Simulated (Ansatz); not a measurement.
**Osmium, omega (AlB2-type) under PBEsol: from relaxation to bulk modulus**

What does PBEsol give for osmium in the omega (AlB2-type) structure? We relax it, solve it on a dense k-mesh, then scale the cell to 7 volumes from 88 to 112 % of the relaxed one and try a fit of the equation of state. Spin polarisation is left out. The k-meshes are 9×9×12 for the relaxation; 11×11×15 for the dense run; 10×10×13 for the volumes.

Computed with Ansatz 0.2.0 (DFT PBEsol, plane waves (420 eV) with PAW, scalar-relativistic; PBE-made PAW files, unless a step says otherwise).

## 1. The starting structure

It takes space group P6/mmm (No. 191, hexagonal). Conventional cell: a = 4.292 Å, b = 4.292 Å, c = 2.631 Å, α = 90.00°, β = 90.00°, γ = 120.00°. Os (site symmetry 6/mmm) is surrounded by 14 Os at 2.63 to 2.81 Å. Around Os (site symmetry -6m2) lie 11 Os at 2.48 to 2.81 Å.

Structure file:

```
CELL_PARAMETERS angstrom
4.29204 0.00000 0.00000
-2.14602 3.71702 0.00000
0.00000 0.00000 2.63102
ATOMIC_POSITIONS crystal
Os 0.00000 0.00000 0.00000
Os 0.33333 0.66667 0.50000
Os 0.66667 0.33333 0.50000
```

## 2. Geometry optimisation

input.yaml

```yaml
crystal:
  lattice:
    - [4.2920416892, 0.0, 0.0]
    - [-2.1460208446, 3.717017137, 0.0]
    - [0.0, 0.0, 2.6310215555]
  atoms:
    - { symbol: Os, position: [0.0, 0.0, 0.0] }
    - { symbol: Os, position: [0.3333333333, 0.6666666667, 0.5] }
    - { symbol: Os, position: [0.6666666667, 0.3333333333, 0.5] }
hamiltonian:
  xc: pbesol
  pseudopotentials:
    kind: paw
    azcp:
      Os: "pseudopotentials/Os.paw.azcp"
basis:
  ecutwfc: 420
  fft_grid_basis: typed
kpoints:
  mp_grid: { grid: [9, 9, 12], shift: [0, 0, 0] }
magnetization:
  spin_polarized: false
scf:
  occupations: { method: fermi_dirac, width: 0.1 }
relax:
  max_steps: 60
  f_tol: 0.01
  cell: {}
```

Further steps of the session: The energy on a finer k-mesh; Equation of state: 88 %; Equation of state: 92 %; Equation of state: 96 %; Equation of state: 100 %; Equation of state: 104 %; Equation of state: 108 %; Equation of state: 112 %.

**Question.** What will these runs give? Wanted: space group; conventional cell; volume; shortest distance; gap on the mesh; relative to hcp; V₀, B₀, B₀′.

As calculated:

```
                      quantity                                   value
space group (spins left aside)                        P6/mmm (No. 191)
             conventional cell  a = 4.285 Å, c = 2.693 Å (c/a = 0.628)
                        volume                          14.277 Å³/atom
             shortest distance                                 2.474 Å
               gap on the mesh            none (levels filled in part)
               relative to hcp                           +380 meV/atom
                   V₀, B₀, B₀′            14.268 Å³/atom, 404 GPa, 4.7
```

What this shows: The relaxation enlarged the cell by 2.0 % in volume. Against the reference form of osmium (hcp, computed apart with the same settings) it stands 380 meV/atom higher, so it is far from stable. No gap shows: it is a metal or semimetal at this level. The fitted modulus is 404 GPa, among the stiffest elements; letting shape and positions relax at each volume could only lower it. Relaxation kept the symmetry; phonons were not checked.
